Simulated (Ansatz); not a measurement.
**EuCd: how the settings move a single-point run**

Aim: see which settings change the result for EuCd, by how much, and at what cost.

Program: Ansatz 0.2.0. Level of theory: reference: DFT, r2SCAN+U, PAW with Ansatz's default frozen-core files, scalar-relativistic. These are calculated values, not measurements.

1 further run of the same task is left out (it didn't finish).

### 1 The structure to begin with

The structure is cubic, space group Pm-3m (No. 221). The conventional cell has a = 3.917 Å, b = 3.917 Å, c = 3.917 Å, α = 90.00°, β = 90.00°, γ = 90.00°. Eu (site symmetry m-3m) has 8 Cd at 3.39 Å as nearest neighbours. Cd (site symmetry m-3m) has 8 Eu at 3.39 Å as nearest neighbours.

Coordinates:

```xyz
2
Lattice="3.9169 0.0000 0.0000 0.0000 3.9169 0.0000 0.0000 0.0000 3.9169" Properties=species:S:1:pos:R:3 pbc="T T T"
Eu    1.9584    1.9584    1.9584
Cd    0.0000    0.0000    0.0000
```

### 2 Baseline

File input.yaml:

```yaml
crystal:
  lattice:
    - [3.91685441, 0.0, 0.0]
    - [0.0, 3.91685441, 0.0]
    - [0.0, 0.0, 3.91685441]
  atoms:
    - { symbol: Eu, position: [0.5, 0.5, 0.5], spin: 7.0 }
    - { symbol: Cd, position: [0.0, 0.0, 0.0] }
magnetization:
  spin_polarized: true
kpoints:
  mp_grid: { grid: [7, 7, 7] }
scf:
  occupations: { method: fermi_dirac, width: 0.03 }
hamiltonian:
  xc: r2scan
  pseudopotentials: { kind: paw }
  hubbard: { sites: [{ species: Eu, l: f, u_eff: 2 }] }
output:
  forces: true
  stress: true
  eigenvalues: true
  hubbard: { sites: [{ species: Eu, l: f }] }
  populations: true
```

Started as:

```console
$ ansatz run input.yaml --threads 1 --pin off --max-ram 3072MiB --backend cpu --events-out ev --progress --plain --runs-dir out
```

### 3 Changing settings: ecutwfc 550 eV

input.yaml, as its differences from that of step 2:

```diff
@@ -22,3 +22,4 @@
   eigenvalues: true
-  hubbard: { sites: [{ species: Eu, l: f }] }
   populations: true
+basis:
+  ecutwfc: "550 eV"
```

Before running it: what results should come out? Wanted: for each run, ending; energy change; pressure; abs. moment; force.

The runs gave:

| run | ending | energy change | pressure (GPa) | abs. moment (μB) | force (eV/Å) | cycles | time |
| --- | --- | --- | --- | --- | --- | --- | --- |
| reference | converged | 0 | 0.7 | 7.39 | 0.00 | 21 | 7.8 s |
| 1: ecutwfc 550 eV | converged | -1.6 meV/atom | 0.7 | 7.40 | 0.00 | 21 | 9.1 s |

Times don't compare one to one where runs were asked for different outputs or read a saved state (see the inputs); cycles may leave out searches for a lower state.

Residual by cycle in the longest SCF loop of each run; runs are numbered as in the table. The quantity is the density residual dr2, in eV.

| cycle | reference | run 1 |
| --- | --- | --- |
| 1 | 3.76 | 3.76 |
| 3 | 0.117 | 0.119 |
| 5 | 0.00898 | 0.00829 |
| 6 | 0.00258 | 0.002 |
| 8 | 1.2e-4 | 2.2e-4 |
| 10 | 7.1e-5 | 5.6e-5 |
| 12 | 1.7e-5 | 1.7e-5 |
| 14 | 5.0e-6 | 5.0e-6 |
| 16 | 2.3e-7 | 2.2e-7 |
| 17 | 5.4e-8 | 4.5e-8 |
| 19 | 2.7e-9 | 3.9e-9 |
| 21 | 1.8e-10 | 2.0e-10 |

Changing the cutoff moves the energy by -1.6 meV/atom.
